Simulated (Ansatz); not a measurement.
The system is Ba2Tl5V3O12.

```
Ba V Tl O
1.0
     6.65272    0.04946    0.02017
     2.86070    8.36464    0.00384
     2.68279    2.46936    9.19569
Ba V Tl O
2 3 5 12
Direct
  0.80419 0.04665 0.02264
  0.21205 0.95157 0.34012
  0.74540 0.70796 0.33582
  0.25963 0.26599 0.03225
  0.04074 0.07695 0.66106
  0.25636 0.39847 0.35003
  0.58966 0.34866 0.60553
  0.57327 0.88069 0.66842
  0.74552 0.49664 0.11648
  0.11891 0.64206 0.74303
  0.28433 0.09717 0.54175
  0.85350 0.49575 0.34386
  0.40255 0.20448 0.17282
  0.88414 0.05377 0.55967
  0.14017 0.47956 0.98899
  0.54627 0.73631 0.48712
  0.90594 0.24279 0.73262
  0.61543 0.80058 0.18857
  0.05538 0.16451 0.10164
  0.08209 0.90404 0.80708
  0.44178 0.20123 0.89187
  0.94269 0.80417 0.30862
```

The cell was built by a generator and needn't be a form met in nature.

| Quantity | Value |
| --- | --- |
| Program | Ansatz 0.2.0 |
| Task | relaxation of cell and atoms |
| Functional | PBE |
| Dispersion | D3(BJ) |
| Potentials or basis | Ansatz PAW |
| Cutoff | 420 eV (not typed: the program's choice for these potentials) |
| k mesh | 3 × 3 × 2 |
| Occupations | fermi-dirac, width 0.05 eV |
| Spin | collinear spin, ferromagnetic start |
| Starting moments | [0.0, 0.0, 2.0, 2.0, 2.0, 0.0, 0.0, 0.0, 0.0, 0.0, 0.0, 0.0, 0.0, 0.0, 0.0, 0.0, 0.0, 0.0, 0.0, 0.0, 0.0, 0.0] μB |

At the start: volume 23.18 Å³/atom.

**Question.** How do energy, volume and symmetry change on relaxing?

**Answer.** It ends after 22 steps and the volume is 20.59 Å³/atom (-11.2 %); space group P1 (No. 1, to 0.05 Å); moment 0.00 μB per cell.

The path:
```csv
step,energy change (eV),largest force (eV/Å),volume (Å³)
1,0.0000,0.0221,510.04
2,-0.1274,0.1047,489.60
3,-0.1742,0.1086,481.27
4,-0.2199,0.1584,469.39
5,-0.2365,0.1059,465.37
6,-0.2388,0.0744,465.90
7,-0.2435,0.0571,464.79
8,-0.2445,0.0305,464.94
9,-0.2460,0.0118,464.40
10,-0.2460,0.0042,464.39
11,-0.1996,0.0048,464.39
12,-0.2134,0.0580,459.56
13,-0.2189,0.0684,457.30
14,-0.2216,0.0610,456.58
15,-0.2227,0.0086,456.39
16,-0.2085,0.0085,456.39
17,-0.2132,0.0338,454.47
18,-0.2162,0.0199,453.29
19,-0.2163,0.0151,453.29
20,-0.2164,0.0091,453.35
21,-0.2170,0.0086,453.09
22,-0.2113,0.0086,453.09
```

Final structure:
```xyz
22
Lattice="6.3346 -0.1837 -0.0511 2.4358 7.7887 -0.2759 2.3738 1.9613 9.0154" Properties=species:S:1:pos:R:3 pbc="T T T"
Ba    5.2517   -0.0234    0.2318
Ba    4.4770    8.2273    2.8224
V     7.0494    5.9545    2.8284
V     2.4723    2.0136    0.0955
V     2.1839    2.0878    6.0315
Tl    3.4462    4.1063    2.9636
Tl    5.9860    3.7799    5.4829
Tl    7.3400    8.1140    6.0911
Tl    6.0657    3.7111    0.5390
Tl    3.8517    6.2638    6.2834
O     3.5313    2.0409    4.9380
O     7.2292    4.2263    2.9027
O     3.6726    1.9653    1.3587
O     7.1193    1.5257    5.0375
O     4.6440    5.5605    8.4702
O     6.2645    6.5975    4.2218
O     8.2789    3.3958    6.7630
O     6.0319    6.3592    1.4940
O     1.0036    1.5389    0.8985
O     4.7801    8.6230    6.9545
O     5.3574    2.8293    7.9647
O     8.5723    6.6743    2.4854
```

Caveat: the plane-wave basis is chosen anew once the cell has moved, so the energies of steps on either side of that aren't comparable; the pressure holds a Pulay correction of +0.3 GPa for the finite cutoff; the starting moments weren't kept.
